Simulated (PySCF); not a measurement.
**As³⁺: spin, charge, geometry and surroundings**

One physical setting of the base script is moved in each run, with the edits that it forces.

Computed with PySCF 2.14.0. Level: method and basis as typed in the scripts.

1 further run of the same task is left out (it didn't finish).

**1. The atom**

As³⁺: 1 atom, charge 3, spin multiplicity 1.

**2. The base run**

input.py

```python
from pyscf import gto, scf, cc

mol = gto.M(
    atom='As 0 0 0',
    basis='jorge-dzp-dkh',
    charge=3,
    spin=0,
    symmetry=True,
    verbose=4,
)
mf = scf.RHF(mol)
mf = mf.sfx2c1e()
mf.kernel()
mycc = cc.CCSD(mf, frozen=9)
mycc.kernel()
mycc.ccsd_t()
mf.dip_moment()
print('orbital energies (hartree):', mf.mo_energy[..., max(0, mol.nelec[1]-3):mol.nelec[0]+3].round(4))
```

On the command line:

```console
> OMP_NUM_THREADS=1 python input.py
```

The log of this run is left out.

It gives: E(SCF) = -2256.899782 Eh, 7 cycles, E(CCSD) − E(SCF) = -0.29594 Eh, (T) = -0.00351 Eh.

**3. PCM, ε = 2.27**

Edit 1 changes solvent: none (gas phase) → PCM, ε = 2.27; step after the SCF: ccsd(t) → analyze.

input.py

```python
from pyscf import gto, scf, solvent

mol = gto.M(
    atom='As 0 0 0',
    basis='jorge-dzp-dkh',
    charge=3,
    spin=0,
    symmetry=True,
    verbose=4,
)
mf = scf.RHF(mol)
mf = mf.sfx2c1e()
mf = solvent.PCM(mf)
mf.with_solvent.eps = 2.27
mf.kernel()
mf.analyze()
print('orbital energies (hartree):', mf.mo_energy[..., max(0, mol.nelec[1]-3):mol.nelec[0]+3].round(4))
```

On the command line:

```console
> OMP_NUM_THREADS=1 python input.py
```

**4. PCM, ε = 32.6**

Edit 2 changes solvent: none (gas phase) → PCM, ε = 32.6; step after the SCF: ccsd(t) → analyze.

input.py

```python
from pyscf import gto, scf, solvent

mol = gto.M(
    atom='As 0 0 0',
    basis='jorge-dzp-dkh',
    charge=3,
    spin=0,
    symmetry=True,
    verbose=4,
)
mf = scf.RHF(mol)
mf = mf.sfx2c1e()
mf = solvent.PCM(mf)
mf.with_solvent.eps = 32.6
mf.kernel()
mf.analyze()
print('orbital energies (hartree):', mf.mo_energy[..., max(0, mol.nelec[1]-3):mol.nelec[0]+3].round(4))
```

**5. Charge +4 (doublet, UHF)**

Edit 3 changes charge: 3 → 4; spin (2S): 0 → 1; SCF type: RHF → UHF.

input.py

```python
from pyscf import gto, scf, cc

mol = gto.M(
    atom='As 0 0 0',
    basis='jorge-dzp-dkh',
    charge=4,
    spin=1,
    symmetry=True,
    verbose=4,
)
mf = scf.UHF(mol)
mf = mf.sfx2c1e()
mf.kernel()
mycc = cc.CCSD(mf, frozen=9)
mycc.kernel()
mycc.ccsd_t()
mf.dip_moment()
print('orbital energies (hartree):', [e[max(0, n-3):n+3].round(4) for e, n in zip(mf.mo_energy, mol.nelec)])
```

**6. PCM, ε = 78.36**

Edit 4 changes solvent: none (gas phase) → PCM, ε = 78.36; step after the SCF: ccsd(t) → analyze.

input.py

```python
from pyscf import gto, scf, solvent

mol = gto.M(
    atom='As 0 0 0',
    basis='jorge-dzp-dkh',
    charge=3,
    spin=0,
    symmetry=True,
    verbose=4,
)
mf = scf.RHF(mol)
mf = mf.sfx2c1e()
mf = solvent.PCM(mf)
mf.with_solvent.eps = 78.36
mf.kernel()
mf.analyze()
print('orbital energies (hartree):', mf.mo_energy[..., max(0, mol.nelec[1]-3):mol.nelec[0]+3].round(4))
```

**Question.** What will these runs give? Wanted: for each run, E(SCF); from base; gap, α spin; after the SCF.

As calculated:

```csv
run,E(SCF) (hartree),from base (eV),cycles,"gap, α spin (eV)",after the SCF
base,-2256.899782,0,7,20.98,"CCSD(T) correlation -8.148 eV, core frozen"
"PCM, ε = 2.27",-2257.500055,-16.3343,7,20.94,n/a
"PCM, ε = 32.6",-2257.939800,-28.3003,7,20.91,n/a
"charge +4 (doublet, UHF)",-2255.143421,+47.7930,8,22.48,"CCSD(T) correlation -6.724 eV, core frozen"
"PCM, ε = 78.36",-2257.959019,-28.8233,7,20.91,n/a
```

What this shows: The largest comparable shift of the SCF energy, -28.823 eV, comes with the run “PCM, ε = 78.36”. A continuum solvent with ε = 2.27 lowers the energy by 16.334 eV, a large gain because the system is charged. A continuum solvent with ε = 32.6 lowers the energy by 28.300 eV, a large gain because the system is charged. At the SCF level, going to the doublet with one electron fewer costs 47.79 eV at fixed geometry, against 48.01 eV for the negative of the highest filled level. A continuum solvent with ε = 78.36 lowers the energy by 28.823 eV, a large gain because the system is charged.
